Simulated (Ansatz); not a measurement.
# TaGeS2Br: the cost of one run

Computed with Ansatz 0.2.0 (DFT PBE, scalar-relativistic, plane waves, PAW, unless a step's input says otherwise).

1 further run of the same task is left out (it didn't finish).

## 1. The starting structure

It takes space group P4/mmm (No. 123, tetragonal). The conventional cell has a = 4.583 Å, b = 4.583 Å, c = 4.583 Å, α = 90.00°, β = 90.00°, γ = 90.00°. Ta (site symmetry 4/mmm) is surrounded by 8 S at 3.24 Å and 4 Br at 3.24 Å. Ge (site symmetry 4/mmm) has 4 S at 2.29 Å and 2 Br at 2.29 Å as nearest neighbours. S (site symmetry mmm) has 2 Ge at 2.29 Å and 4 Ta at 3.24 Å as nearest neighbours. Around Br (site symmetry 4/mmm) lie 2 Ge at 2.29 Å and 4 Ta at 3.24 Å.

Structure file:

```cif
data_structure
_symmetry_space_group_name_H-M 'P 1'
_symmetry_Int_Tables_number 1
_cell_length_a 4.5835
_cell_length_b 4.5835
_cell_length_c 4.5835
_cell_angle_alpha 90.000
_cell_angle_beta 90.000
_cell_angle_gamma 90.000
_cell_volume 96.29
loop_
_atom_site_label
_atom_site_type_symbol
_atom_site_fract_x
_atom_site_fract_y
_atom_site_fract_z
_atom_site_occupancy
Ta1 Ta 0.50000 0.50000 0.50000 1
Ge1 Ge 0.00000 0.00000 0.00000 1
S1 S 0.50000 0.00000 0.00000 1
S2 S 0.00000 0.50000 0.00000 1
Br1 Br 0.00000 0.00000 0.50000 1
```

The cell is invented: ordered mixture on the anion sites of perovskite (P4/mmm, No. 123). Its size is a rough estimate.

## 2. The guess as it stands, on a coarse mesh

input.yaml reads:

```yaml
crystal:
  lattice:
    - [4.58349725, 0.0, 0.0]
    - [0.0, 4.58349725, 0.0]
    - [0.0, 0.0, 4.58349725]
  atoms:
    - { symbol: Ta, position: [0.5, 0.5, 0.5] }
    - { symbol: Ge, position: [0.0, 0.0, 0.0] }
    - { symbol: S, position: [0.5, 0.0, 0.0] }
    - { symbol: S, position: [0.0, 0.5, 0.0] }
    - { symbol: Br, position: [0.0, 0.0, 0.5] }
basis:
  ecutwfc: 420
kpoints:
  mp_grid: { grid: [4, 4, 4] }
hamiltonian:
  xc: pbe
scf:
  occupations: { method: gaussian, width: 0.1 }
  lower_state_search: "off"
output:
  forces: true
  stress: true
  eigenvalues: true
```

Started as:

```console
ansatz run input.yaml --threads 1 --pin off --max-ram 2048MiB --backend cpu --events-out ev --progress --plain --runs-dir out
```

Q: Estimate wall time and peak memory on 1 thread of Arm Neoverse N1, shared host.

About 6.6 s, with a peak of 0.45 GiB.
